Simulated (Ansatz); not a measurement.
# CH₃F₃SeSn: basis-set convergence

The task here is to estimate one member of a computed series from the others.

Computed with Ansatz 0.2.0, Gaussian basis. Level: one geometry, several basis sets.

Levels to be run: PBE0-D4/def2-SVP; ωB97M-V/def2-SVP; PBE0-D4/def2-QZVPP; ωB97M-V/def2-QZVPP; the functionals' def2-TZVPP values are taken from earlier runs.

## The geometry

An earlier PBE0-D4 in a triple-zeta def2 set relaxation fixed the geometry. Sn takes the def2 core potential; no spin-orbit term is included.

SMILES `C[Se][Sn]([F])([F])[F]`, 9 atoms, charge 0, spin multiplicity 1.

Atoms are counted from 1 here; the program's logs count them from 0.

Bond lengths: C1–Se2 1.966 Å, C1–H7 1.087 Å, C1–H8 1.087 Å, C1–H9 1.089 Å, Se2–Sn3 2.468 Å, Sn3–F4 1.898 Å, Sn3–F5 1.893 Å, Sn3–F6 1.898 Å. Angles: Se2–C1–H7 110.5°, Se2–C1–H8 110.5°, Se2–C1–H9 104.5°, H7–C1–H8 111.6°, H7–C1–H9 109.7°, H8–C1–H9 109.7°, C1–Se2–Sn3 95.4°, Se2–Sn3–F4 114.1°, Se2–Sn3–F5 114.0°, Se2–Sn3–F6 113.6°, F4–Sn3–F5 105.7°, F4–Sn3–F6 102.3°, F5–Sn3–F6 105.9°.

Set-up of the first run:

Input file in.yaml:

```yaml
crystal:
  periodic: [false, false, false]
  atoms:
    - {symbol: C, position_ang: [-0.081577, -1.435842, 0.962319]}
    - {symbol: Se, position_ang: [1.427435, -0.733728, -0.083271]}
    - {symbol: Sn, position_ang: [0.229519, 1.259054, -0.910010]}
    - {symbol: F, position_ang: [-1.322161, 0.864707, -1.929607]}
    - {symbol: F, position_ang: [1.282536, 2.395710, -1.997573]}
    - {symbol: F, position_ang: [-0.464500, 2.357542, 0.474029]}
    - {symbol: H, position_ang: [-0.370671, -0.729599, 1.736134]}
    - {symbol: H, position_ang: [-0.916582, -1.679098, 0.310635]}
    - {symbol: H, position_ang: [0.304501, -2.345147, 1.420243]}
basis:
  gaussian: {orbitals: def2-SVP}
hamiltonian: {xc: pbe0, dispersion: d4}
output: {orbitals: {seedname: orbitals}}
```

Command:

```
$ ansatz run in.yaml --threads 4 --pin off --events-out ev --progress --plain --max-ram 11315MiB
```

Steps of the session up to this table: PBE0-D4 in def2-SVP; ωB97M-V in def2-SVP; PBE0-D4 in def2-QZVPP; ωB97M-V in def2-QZVPP.

One of the session's tables, all rows but one given; the rest of the session is left out.

It belongs to the step «Density functionals: the series». 

```
functional       basis  HOMO (eV)  LUMO (eV)
   PBE0-D4    def2-SVP      -7.83      -2.58
   PBE0-D4  def2-TZVPP      -7.92      -2.74
   PBE0-D4  def2-QZVPP      -7.92      -2.76
   ωB97M-V    def2-SVP          ?          ?
   ωB97M-V  def2-TZVPP     -10.10      -0.74
   ωB97M-V  def2-QZVPP     -10.11      -0.81
```

Q: Estimate the row for ωB97M-V, def2-SVP from the others.

The run gave: HOMO (eV): -9.99; LUMO (eV): -0.50. In the column «HOMO (eV)» it lies between ωB97M-V, def2-TZVPP (-10.10) and PBE0-D4, def2-TZVPP (-7.92).
